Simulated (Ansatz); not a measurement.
# AlCl2H3Si + HF: a complex and its separated parts

Aim: how far the complex at one end of a reaction step lies below its separated, relaxed parts, level by level.

Computed with Ansatz 0.2.0, Gaussian basis. Level: PBE0-D4/def2-TZVP structures, single points in def2-TZVPP, no counterpoise correction.

Levels: SPW92, PBE-D4, BLYP-D4, r2SCAN-D4, B97M-V, PBE0-D4, B3LYP-D4, r2SCAN0-D4, BHLYP-D4, CAM-B3LYP-D4, wB97X-V, wB97M-V, B2PLYP, PBE-QIDH, RPA on PBE, Hartree-Fock, MP2, CCSD, CCSD(T).

Cores are frozen in the correlated methods. B3LYP uses VWN-RPA correlation. B2PLYP carries no dispersion term here.

95 further runs of the same task are left out: 1 that didn't finish, 94 set aside as unsound or not needed. Runs told in other sessions of the task aren't counted.

### 1 The system as given

The complex: 9 atoms, charge 0, spin multiplicity 1.

Atoms are counted from 1 here; the program's logs count them from 0.

Bond lengths: Al1–Si2 2.428 Å, Al1–Cl3 2.099 Å, Al1–Cl4 2.165 Å, Al1–F6 2.036 Å, Si2–H7 1.489 Å, Si2–H8 1.489 Å, Si2–H9 1.489 Å, H5–F6 0.954 Å. Angles: Si2–Al1–Cl3 122.0°, Si2–Al1–Cl4 118.5°, Si2–Al1–F6 106.5°, Cl3–Al1–Cl4 114.3°, Cl3–Al1–F6 101.9°, Cl4–Al1–F6 83.0°, Al1–Si2–H7 111.1°, Al1–Si2–H8 110.1°, Al1–Si2–H9 110.9°, H7–Si2–H8 108.2°, H7–Si2–H9 108.3°, H8–Si2–H9 108.1°, Al1–F6–H5 92.0°.

As a file:

```
Al   -0.2718   -0.8670   -0.0364
Si    0.9455    1.1253   -0.7047
Cl   -1.2042   -2.1229   -1.4354
Cl    0.2911   -1.8504    1.8081
H    -1.5523   -0.7152    1.8423
F    -1.8533   -0.2316    1.0769
H     0.1816    1.9065   -1.7158
H     2.2562    0.7487   -1.3021
H     1.2073    2.0066    0.4671
```

Its parts: AlCl2H3Si holds atoms 1, 2, 3, 4, 7, 8, 9; HF holds atoms 5, 6. Each part counts its atoms afresh in its own runs.

### 2 Relaxing AlCl2H3Si alone

File relax-a/in.yaml:

```yaml
crystal:
  periodic: [false, false, false]
  atoms:
    - {symbol: Al, position_ang: [-0.271767, -0.866956, -0.036443]}
    - {symbol: Si, position_ang: [0.945459, 1.125281, -0.704664]}
    - {symbol: Cl, position_ang: [-1.204230, -2.122915, -1.435429]}
    - {symbol: Cl, position_ang: [0.291139, -1.850449, 1.808125]}
    - {symbol: H, position_ang: [0.181641, 1.906540, -1.715764]}
    - {symbol: H, position_ang: [2.256152, 0.748666, -1.302054]}
    - {symbol: H, position_ang: [1.207278, 2.006555, 0.467064]}
basis:
  gaussian: {orbitals: def2-TZVP}
hamiltonian: {xc: pbe0, dispersion: d4}
relax: {f_tol: 0.005, max_steps: 200}
```

The run is started by

```sh
ansatz run in.yaml --threads 8 --pin off --events-out ev --progress --plain --max-ram 19148MiB
```

The runs that follow: Relaxing HF alone; SPW92/def2-TZVPP; PBE-D4/def2-TZVPP; BLYP-D4/def2-TZVPP; r2SCAN-D4/def2-TZVPP; B97M-V/def2-TZVPP; PBE0-D4/def2-TZVPP; B3LYP-D4/def2-TZVPP; r2SCAN0-D4/def2-TZVPP; BHLYP-D4/def2-TZVPP; CAM-B3LYP-D4/def2-TZVPP; wB97X-V/def2-TZVPP; wB97M-V/def2-TZVPP; B2PLYP/def2-TZVPP; PBE-QIDH/def2-TZVPP; RPA on PBE/def2-TZVPP; CCSD(T)/def2-TZVPP; Vibrations of AlCl2H3Si; Vibrations of HF.

**Question.** What will these runs give? Wanted: complex less parts, CCSD(T)/def2-TZVPP; with zero-point energy; largest T1 diagnostic.

The runs gave:

| quantity | value |
| --- | --- |
| complex less parts, CCSD(T)/def2-TZVPP | -0.506 eV |
| with zero-point energy | -0.435 eV |
| largest T1 diagnostic | 0.011 |

**Reading.** At CCSD(T) the complex lies 0.506 eV below its parts. BLYP-D4 is the best functional here (-0.004 eV from CCSD(T)); SPW92 is the worst (-0.367 eV). Mean unsigned error by rung: LDA 0.367, GGA 0.044, meta-GGA 0.093, hybrid 0.049, range-separated hybrid 0.080, double hybrid 0.030 eV. The double hybrids carry no dispersion term here, unlike the levels marked D4 or V. PBE-D4 gives a relative energy 0.084 eV too low, outside chemical accuracy (1 kcal/mol, 0.043 eV). No counterpoise was applied, and triple zeta lacks some correlation, so the CCSD(T) reference has a basis error of its own, and close matches with it are partly luck.
